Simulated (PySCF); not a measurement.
# 2,6-Difluoropyridine (C5H3F2N): geometry, NMR shifts, spin-spin couplings and electronic excitations

Wanted: the NMR shifts, spin-spin couplings and electronic excitations of 2,6-Difluoropyridine (C5H3F2N) (`Fc1cccc(F)n1`), by calculation.

The runs use PySCF 2.14.0, with density-fitted response routines of our own; the level of theory stands in each step. All values are computed, except where a source is named. Atoms count from 0, in the outputs and in this text.

## (1) The starting structure

11 atoms, charge 0, multiplicity 1; geometry from: GFN2-xTB.

Bonds of the start (Å): F0–C1 1.33, C1–C2 1.39, C2–C3 1.39, C3–C4 1.39, C4–C5 1.39, C5–F6 1.33, C5–N7 1.31, N7–C1 1.31, C2–H8 1.08, C3–H9 1.08, C4–H10 1.08.

## (2) Geometry optimisation at PBE0-D3(BJ)/def2-SVP

What the job is given:

```
{"job": {"xc": "PBE0", "basis": "def2-SVP", "d3": "d3bj", "grid": 1, "kind": "geom"}, "charge": 0, "multiplicity": 1}
F     -2.025952    -1.862195    -0.042900
C     -1.002943    -1.007389    -0.024175
C     -1.251604     0.356196     0.006961
C     -0.148535     1.195678     0.025173
C      1.126926     0.652653     0.011384
C      1.220573    -0.730251    -0.019943
F      2.422205    -1.307688    -0.035198
N      0.193699    -1.549408    -0.038357
H     -2.262300     0.727859     0.016620
H     -0.282033     2.266137     0.050328
H      2.015387     1.261078     0.024142
```

**Question.** This job is followed by: GIAO PBE0/pcSseg-1 NMR shielding, non-relativistic, gas phase; B3LYP/pcJ-1 indirect spin-spin coupling, non-relativistic, gas phase; TDDFT CAM-B3LYP/def2-SVPD, vertical, gas phase, core orbitals frozen in the response; GIAO B3LYP/pcSseg-2 NMR shielding, non-relativistic, gas phase. Predict these results of the whole session: point group; rotational constants (main isotopes); ¹³C shifts against TMS (PBE0/pcSseg-1, means over atoms taken as alike); ¹H shifts against TMS (PBE0/pcSseg-1, means over atoms taken as alike); ¹⁹F shifts against CFCl3 (PBE0/pcSseg-1, means over atoms taken as alike); ¹⁵N shifts against NH3 (PBE0/pcSseg-1); largest coupling of the table (B3LYP/pcJ-1); lowest singlet (CAM-B3LYP/def2-SVPD); brightest single state of those computed; lowest triplet; vertical ionisation energy (ΔSCF); vertical electron affinity (ΔSCF); range of the shift of F0.

**Answer**, as computed:

```
                                                                 quantity                                             value
                                                              point group                                               C2v
                                     rotational constants (main isotopes)                              3.76, 1.91, 1.27 GHz
  ¹³C shifts against TMS (PBE0/pcSseg-1, means over atoms taken as alike)                           169.2, 149.7, 109.7 ppm
   ¹H shifts against TMS (PBE0/pcSseg-1, means over atoms taken as alike)                                    7.86, 6.70 ppm
¹⁹F shifts against CFCl3 (PBE0/pcSseg-1, means over atoms taken as alike)                                         -62.1 ppm
                                   ¹⁵N shifts against NH3 (PBE0/pcSseg-1)                                         278.9 ppm
                              largest coupling of the table (B3LYP/pcJ-1)                          ¹J(F,C) F0–C1, -313.9 Hz
                                     lowest singlet (CAM-B3LYP/def2-SVPD)                       5.46 eV (227 nm), f = 0.074
                                 brightest single state of those computed                       state 6, 7.56 eV, f = 0.454
                                                           lowest triplet                                           4.28 eV
                                        vertical ionisation energy (ΔSCF)                                           9.87 eV
                                        vertical electron affinity (ΔSCF)  -0.59 eV (unbound: the value hangs on the basis)
                                                 range of the shift of F0                                -69.3 to -62.1 ppm
```

What this shows: The optimisation took 9 steps and gained 0.021 eV; among the close pairs (by a distance rule), C3–H9 changed most, from 1.079 to 1.092 Å. No frequency check was run at this level, so the end point may be a saddle. At PBE0/pcSseg-1: The widest tensor belongs to N7: span 412 ppm, with a paramagnetic part of -351 ppm. In the run at B3LYP/pcJ-1, the largest coupling of the table is F0–C1 (mean over like pairs), -313.9 Hz, of which the Fermi-contact term gives -287.3 Hz. Density functionals describe couplings to fluorine poorly, F–F couplings above all, so those rows are rough. The first singlet state (HOMO→LUMO 0.85, HOMO−1→LUMO+1 0.14) lies at 5.46 eV and is bright; of the 10 states computed, the strongest absorption comes from state 6 at 7.56 eV. The lowest triplet lies 1.18 eV below the lowest singlet (triplets in Tamm-Dancoff, singlets in full TDDFT). The orbital energy would give 9.01 eV for ionisation, ΔSCF gives 9.87 eV. In ppm, F0 (with its like atoms) moves most: its shift spreads over 7.2 ppm, from -69.3 (B3LYP/pcSseg-2) to -62.1 (PBE0/pcSseg-1). Most of that comes from the computed reference, not from the atom's own shielding.
